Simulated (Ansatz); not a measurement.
**BrClGaH3 (built from SMILES Br.[Cl][GaH2]): search for a transition state**

Aim: find the saddle point of a four-centre ligand exchange that is to form Ga1–Br6, Cl2–H5 and break Ga1–Cl2, H5–Br6, prove it by its vibrations, and relax downhill on both sides to see what it joins.

Program: Ansatz 0.2.0, Gaussian basis. Level of theory: PBE0-D4, def2-SVP first, then def2-TZVP. These are calculated values, not measurements.

152 further runs of the same task are left out: 152 set aside as unsound or not needed.

## 1. Where the work starts

The guess: 6 atoms, charge 0, spin multiplicity 1.

Atoms are counted from 1 here; the program's logs count them from 0.

Bond lengths: Ga1–Cl2 2.248 Å, Ga1–H3 1.549 Å, Ga1–H4 1.548 Å, Ga1–Br6 2.494 Å, H5–Br6 1.687 Å. Angles: Cl2–Ga1–H3 113.6°, Cl2–Ga1–H4 113.2°, Cl2–Ga1–Br6 85.8°, H3–Ga1–H4 121.9°, H3–Ga1–Br6 107.7°, H4–Ga1–Br6 108.2°, Ga1–Br6–H5 60.9°.

Geometry (Å):

```
Ga   -0.48530   -0.43180    0.27570
Cl   -0.63490    1.68070   -0.47960
H    -1.15240   -1.47190   -0.65820
H    -0.58240   -0.53560    1.81760
H     0.92940    1.04750   -0.60870
Br    1.92560   -0.28880   -0.34680
```

Distances that are to change: Ga1–Br6 2.49 Å, Cl2–H5 1.69 Å, Ga1–Cl2 2.25 Å, H5–Br6 1.69 Å.

## 2. Relaxing the guess with the reacting distances held

File hold/in.yaml:

```yaml
crystal:
  periodic: [false, false, false]
  atoms:
    - {symbol: Ga, position_ang: [-0.485300, -0.431800, 0.275700]}
    - {symbol: Cl, position_ang: [-0.634900, 1.680700, -0.479600]}
    - {symbol: H, position_ang: [-1.152400, -1.471900, -0.658200]}
    - {symbol: H, position_ang: [-0.582400, -0.535600, 1.817600]}
    - {symbol: H, position_ang: [0.929400, 1.047500, -0.608700]}
    - {symbol: Br, position_ang: [1.925600, -0.288800, -0.346800]}
basis:
  gaussian: {orbitals: def2-SVP}
hamiltonian: {xc: pbe0, dispersion: d4}
relax: {f_tol: 0.04, max_steps: 150, escape_saddle: false, constraints: [{distance: [0, 5]}, {distance: [1, 4]}, {distance: [0, 1]}, {distance: [4, 5]}]}
```

Started as:

```sh
$ ansatz run in.yaml --threads 4 --pin off --events-out ev --progress --plain --max-ram 9574MiB
```

The runs that follow: A starting Hessian; Saddle search in the small basis; Saddle search in triple zeta; Checking the order of the point; Relaxing after a step of 0.30 Å one way along the mode; Relaxing after a step of 0.30 Å the other way along the mode.

**Question.** What will these runs give? Wanted: imaginary mode; barrier from the start side; barrier from the end side; energy of the step; pairs that change; zero-point energy at the saddle.

As calculated:

```
                       quantity                                                              value
                 imaginary mode                                                          272i cm⁻¹
    barrier from the start side                                                           0.086 eV
      barrier from the end side                                                           0.215 eV
             energy of the step                                                          -0.129 eV
              pairs that change  Ga1–Br6 tightened, Cl2–H5 formed, Ga1–Cl2 loosened, H5–Br6 broken
zero-point energy at the saddle                                                           0.565 eV
```

**Reading.** The point has a single imaginary mode (272i cm⁻¹), as a transition state must. The two relaxations end on the structures that were planned. A bond meant to break is only loosened at the end: the products stay bound as an adduct. At PBE0-D4/def2-TZVP the electronic barrier is 0.086 eV, about 3 kT at 298 K, and the step runs 0.129 eV downhill. A step off the saddle overshot and began above it in energy, so the link to its end is likely but not proven. Lower complexes than these ends may exist.
